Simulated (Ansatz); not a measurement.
**CH5BrO2Si: up Jacob's ladder to CCSD(T)**

An exercise on one series of results from a longer session: the logs are not shown, and one member is left open.

The runs use Ansatz 0.2.0, Gaussian basis; functionals in def2-TZVPP, the program's frozen cores in correlated methods.

Plan: PBE-D4, r2SCAN-D4, PBE0-D4, B3LYP-D4, ωB97X-V, ωB97M-V, B2PLYP; CCSD(T)/def2-TZVPP; MP2/def2-QZVPP; extrapolation to the limit.

## The geometry

All runs share one geometry, relaxed beforehand with PBE0-D4 in a triple-zeta def2 set.

SMILES `CO[SiH](O)Br`, 10 atoms, charge 0, spin multiplicity 1.

Atoms are counted from 1 here; the program's logs count them from 0.

Bond lengths: C1–O2 1.415 Å, C1–H6 1.095 Å, C1–H7 1.093 Å, C1–H8 1.090 Å, O2–Si3 1.617 Å, Si3–O4 1.631 Å, Si3–Br5 2.210 Å, Si3–H9 1.479 Å, O4–H10 0.958 Å. Angles: O2–C1–H6 111.3°, O2–C1–H7 111.0°, O2–C1–H8 107.8°, H6–C1–H7 109.0°, H6–C1–H8 108.6°, H7–C1–H8 109.0°, C1–O2–Si3 124.7°, O2–Si3–O4 108.1°, O2–Si3–Br5 107.1°, O2–Si3–H9 112.1°, O4–Si3–Br5 111.2°, O4–Si3–H9 111.0°, Br5–Si3–H9 107.3°, Si3–O4–H10 118.9°.

The first run:

Input file in.yaml:

```yaml
crystal:
  periodic: [false, false, false]
  atoms:
    - {symbol: C, position_ang: [0.498388, -1.565661, 0.198997]}
    - {symbol: O, position_ang: [-0.099453, -0.450017, 0.830579]}
    - {symbol: Si, position_ang: [-0.596365, 0.883993, 0.063387]}
    - {symbol: O, position_ang: [0.655248, 1.463806, -0.807700]}
    - {symbol: Br, position_ang: [-1.229342, 2.326943, 1.612319]}
    - {symbol: H, position_ang: [-0.170561, -2.005822, -0.548058]}
    - {symbol: H, position_ang: [1.437473, -1.285464, -0.285436]}
    - {symbol: H, position_ang: [0.703121, -2.312747, 0.966121]}
    - {symbol: H, position_ang: [-1.767833, 0.624978, -0.801249]}
    - {symbol: H, position_ang: [0.569314, 2.320002, -1.228970]}
basis:
  gaussian: {orbitals: def2-TZVPP}
hamiltonian: {xc: pbe, dispersion: d4}
output: {forces: true, orbitals: {seedname: orbitals}}
```

The run is started by

```console
ansatz run in.yaml --threads 2 --pin off --events-out ev --progress --plain --max-ram 32768MiB --backend cpu
```

Among the steps run: PBE-D4 (GGA); r2SCAN-D4 (meta-GGA); PBE0-D4 (hybrid); B3LYP-D4 (hybrid); ωB97X-V (range-separated); ωB97M-V (range-separated); B2PLYP (double hybrid); CCSD(T) in def2-TZVPP; MP2 in def2-QZVPP.

One of the session's tables, all rows but one given; the rest of the session is left out.

```
            method  atomisation energy (kJ/mol)
            PBE-D4                       3773.3
         r2SCAN-D4                       3739.8
           PBE0-D4                       3704.1
          B3LYP-D4                       3709.6
           ωB97X-V                       3736.9
           ωB97M-V                       3736.3
            B2PLYP                       3683.3
     HF/def2-TZVPP                       2697.6
    MP2/def2-TZVPP                            ?
   CCSD/def2-TZVPP                       3580.9
CCSD(T)/def2-TZVPP                       3636.2
           MP2/CBS                       3840.3
       CCSD(T)/CBS                       3752.8
```

Q: Estimate the row for MP2/def2-TZVPP from the others.

The run gave: atomisation energy (kJ/mol): 3723.7. In the column «atomisation energy (kJ/mol)» it lies between B3LYP-D4 (3709.6) and ωB97M-V (3736.3).

To keep in mind: Free atoms (1 C, 2 O, 1 Si, 1 Br, 5 H) were run apart at each level; the atomisation energy is their sum less the molecule, without zero-point or spin-orbit terms.
